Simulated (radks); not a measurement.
**Ce²⁵⁺ in [Ar] 3d9 4s2 4p4: an all-electron calculation**

Aim: the levels, the sizes of the orbitals and the parts of the energy of the cerium ion Ce25+.

Method: scalar-relativistic Kohn-Sham, SCAN, spin-polarised, spherical densities, finite nucleus; open shells are filled with parallel spins first. Code: radks (a radial shooting solver on a logarithmic mesh, Libxc functionals) version 1.

### 1 The atom as given

| Item | Value |
| --- | --- |
| element | cerium (Z = 58) |
| charge | +25 |
| electrons | 33 |
| configuration | [Ar] 3d9 4s2 4p4 |
| nuclear rms radius | 4.8771 fm |

Outer shells as boxes (Hund's rule):

Ce²⁵⁺
```
[Ar] core
3d [↑↓][↑↓][↑↓][↑↓][↑ ]
4s [↑↓]
4p [↑↓][↑ ][↑ ]
```

### 2 The run

The run's settings:

```text
Z 58
configuration [Ar] 3d9 4s2 4p4 5s0 4d0
relativity scalar-relativistic
functional scan,scan
spin polarised
nucleus finite rms 4.8771 fm
c 137.035999084
```

Started as:

```bash
python run_ks.py task.json out
```

The same process makes all the runs of this session.

**Question.** What will this run give?

As calculated:

```
                        quantity                      value
                    total energy         -8537.7311 hartree
exchange-correlation share of it                     2.11 %
                            −T/E                     1.0622
          highest occupied level        4p down, -859.28 eV
    most extended occupied level  4p down, <r> = 0.588 bohr
 radius at density 0.001 e/bohr³                  1.38 bohr
    maxima of the radial density                          3
```

**Reading.** 4 principal shells are occupied and 3 maxima appear in the radial density; where shells overlap, one shows as a shoulder or not at all. −T/E is 1.062: with relativity the kinetic term as defined here no longer equals −E. This is not the tabulated ground configuration, so its levels and sizes aren't those of the ground state, and no measured value stands beside it.
